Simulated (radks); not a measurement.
# Nd⁺ in [Kr] 4d10 4f4 5s2 5p5 6s1 7s1: an all-electron calculation

Wanted: eigenvalues, radial structure and energy terms of the neodymium ion Nd+.

Method: Dirac Kohn-Sham, PW91, spin-unpolarised, spherical densities, finite nucleus; open shells fill j = l - 1/2 first. Code: radks (a radial shooting solver on a logarithmic mesh, Libxc functionals) version 1.

## Step 1: Starting point

```
element            : neodymium (Z = 60)
charge             : +1
electrons          : 59
configuration      : [Kr] 4d10 4f4 5s2 5p5 6s1 7s1
nuclear rms radius : 4.9123 fm
```

## Step 2: The run

Settings of this run:

```text
Z 60
configuration [Kr] 4d10 4f4 5s2 5p5 6s1 7s1
relativity Dirac
functional pw91,pw91
spin unpolarised
j_filling energy
nucleus finite rms 4.9123 fm
c 137.035999084
```

Started as:

```sh
python run_ks.py task.json out
```

The same process makes all the runs of this session.

What does the calculation give?

As calculated:

```
                        quantity                   value
                    total energy      -9629.3700 hartree
exchange-correlation share of it                  2.32 %
                            −T/E                  1.0783
          highest occupied level        7s1/2, -4.404 eV
    most extended occupied level  7s1/2, <r> = 7.69 bohr
 radius at density 0.001 e/bohr³               4.40 bohr
    maxima of the radial density                       5
```

**Reading.** 7 principal shells are occupied and 5 maxima appear in the radial density; where shells overlap, one shows as a shoulder or not at all. Relativity lifts −T/E to 1.078. This is not the tabulated ground configuration, so its levels and sizes aren't those of the ground state, and no measured value stands beside it.
